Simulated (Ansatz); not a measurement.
# SnSe2: the cost of one run

Program: Ansatz 0.2.0. Level of theory: reference: DFT, HSE06, plane waves, PAW. These are calculated values, not measurements.

3 further runs of the same task are left out: 3 that didn't finish.

## 1. The structure to begin with

The structure is trigonal, space group R-3m (No. 166). The conventional cell has a = 3.825 Å, b = 3.825 Å, c = 19.005 Å, α = 90.00°, β = 90.00°, γ = 120.00°. Sn (site symmetry -3m) is surrounded by 6 Se at 2.71 Å. Se (site symmetry 3m) has 3 Sn at 2.71 Å as nearest neighbours.

Coordinates:

```
CELL_PARAMETERS angstrom
1.91229 1.10406 6.33509
-1.91229 1.10406 6.33509
0.00000 -2.20812 6.33509
ATOMIC_POSITIONS crystal
Sn 0.00000 0.00000 0.00000
Se 0.25056 0.25056 0.25056
Se 0.74944 0.74944 0.74944
```

## 2. The reference run

Contents of input.yaml:

```yaml
crystal:
  lattice:
    - [1.912291609, 1.1040620752, 6.3350940106]
    - [-1.912291609, 1.1040620752, 6.3350940106]
    - [0.0, -2.2081241505, 6.3350940106]
  atoms:
    - { symbol: Sn, position: [0.0, 0.0, 0.0] }
    - { symbol: Se, position: [0.2505568934, 0.2505568934, 0.2505568934] }
    - { symbol: Se, position: [0.7494431066, 0.7494431066, 0.7494431066] }
kpoints:
  mp_grid: { grid: [4, 4, 4] }
hamiltonian:
  xc: hse06
scf:
  occupations: { method: fixed }
  n_extra_bands: 4
output:
  forces: true
  stress: true
  eigenvalues: true
```

Command:

```bash
$ ansatz run input.yaml --threads 4 --pin off --max-ram 3686MiB --backend cpu --events-out ev --progress --plain --runs-dir out
```

Q: Estimate wall time and peak memory on 4 threads of Arm Neoverse N1, shared host.

About 34 s, with a peak of 1.4 GiB.
